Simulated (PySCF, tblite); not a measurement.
# C3H7FO2Si: geometry, infrared bands and NMR shifts

Wanted: the infrared bands and NMR shifts of C3H7FO2Si (`CCOC(=O)[SiH2]F`), by calculation.

Programs: tblite 0.8.0 and PySCF 2.14.0, with density-fitted response routines of our own. Each step states its level of theory. These are calculated values for one molecule in the gas phase, unless marked as measured. Atoms count from 0, in the outputs and in this text.

**1. The starting structure**

14 atoms, charge 0, multiplicity 1; geometry from: force field or distance geometry start.

Bonds of the start (Å): C0–C1 1.48, C1–O2 1.40, O2–C3 1.38, C3–O4 1.28, C3–Si5 1.84, Si5–F6 1.67, C0–H7 1.11, C0–H8 1.10, C0–H9 1.14, C1–H10 1.13, C1–H11 1.13, Si5–H12 1.45, Si5–H13 1.49.

**2. Relaxing the molecule with GFN2-xTB**

Job settings and geometry (Å):

```
{"job": {"kind": "relax", "xc": "GFN2-xTB", "basis": "xTB"}, "charge": 0, "multiplicity": 1}
C     -2.160200     0.306700     0.240900
C     -1.282200    -0.864200     0.427000
O      0.064600    -0.711000     0.076900
C      0.954300     0.215600     0.576000
O      0.549400     1.003200     1.495100
Si     2.685800     0.252800    -0.045500
F      3.224900     1.814400    -0.297700
H     -3.035300     0.005500    -0.371800
H     -1.676500     1.219200    -0.127200
H     -2.631500     0.558300     1.244700
H     -1.417400    -1.222100     1.487000
H     -1.683300    -1.715900    -0.191000
H      2.866800    -0.508800    -1.265800
H      3.539900    -0.354000     1.009200
```

On the command line:

```bash
OMP_NUM_THREADS=1 python probes_run.py task.json out
```

This one command runs all jobs of the session in turn.

**Question.** This job is followed by: GFN2-xTB harmonic vibrations, gas phase; GIAO PBE0/pcSseg-1 NMR shielding, non-relativistic, gas phase. What will the session give for the following? strongest single infrared mode (GFN2-xTB); zero-point energy (GFN2-xTB); ¹³C shifts against TMS (PBE0/pcSseg-1); ¹H shifts against TMS (PBE0/pcSseg-1, means over atoms taken as alike); ¹⁷O shifts against H2O (PBE0/pcSseg-1); ²⁹Si shifts against TMS (PBE0/pcSseg-1); ¹⁹F shifts against CFCl3 (PBE0/pcSseg-1); surface potential, 1st and 99th percentile.

As calculated:

| quantity | value |
| --- | --- |
| strongest single infrared mode (GFN2-xTB) | 1743 cm⁻¹, 337 km/mol |
| zero-point energy (GFN2-xTB) | 60.9 kcal/mol |
| ¹³C shifts against TMS (PBE0/pcSseg-1) | 182.2, 57.8, 17.8 ppm |
| ¹H shifts against TMS (PBE0/pcSseg-1, means over atoms taken as alike) | 5.15, 4.74, 1.34 ppm |
| ¹⁷O shifts against H2O (PBE0/pcSseg-1) | 492.4, 248.2 ppm |
| ²⁹Si shifts against TMS (PBE0/pcSseg-1) | -14.4 ppm |
| ¹⁹F shifts against CFCl3 (PBE0/pcSseg-1) | -234.3 ppm |
| surface potential, 1st and 99th percentile | -1.49 V and 1.77 V |

What this shows: Relaxing lowered the energy by 0.900 eV in 109 steps; the close pair that moved most is C3–Si5, from 1.840 to 1.920 Å. The lowest mode is imaginary (23i cm⁻¹), so the xTB geometry is not a minimum. The strongest single mode, at 1743 cm⁻¹, moves mainly C3 and O4. GFN2-xTB is a fitted tight-binding method: band positions and strengths are rough. Its intensities can rank the bands wrongly. At PBE0/pcSseg-1: The largest span, 807 ppm, is at O4, where the paramagnetic term is -558 ppm. At PBE0/pcSseg-1, counted by nearest atom on the grid, the HOMO lies on O4 59 %; C3 12 %, the LUMO on C3 30 %; O4 18 %.
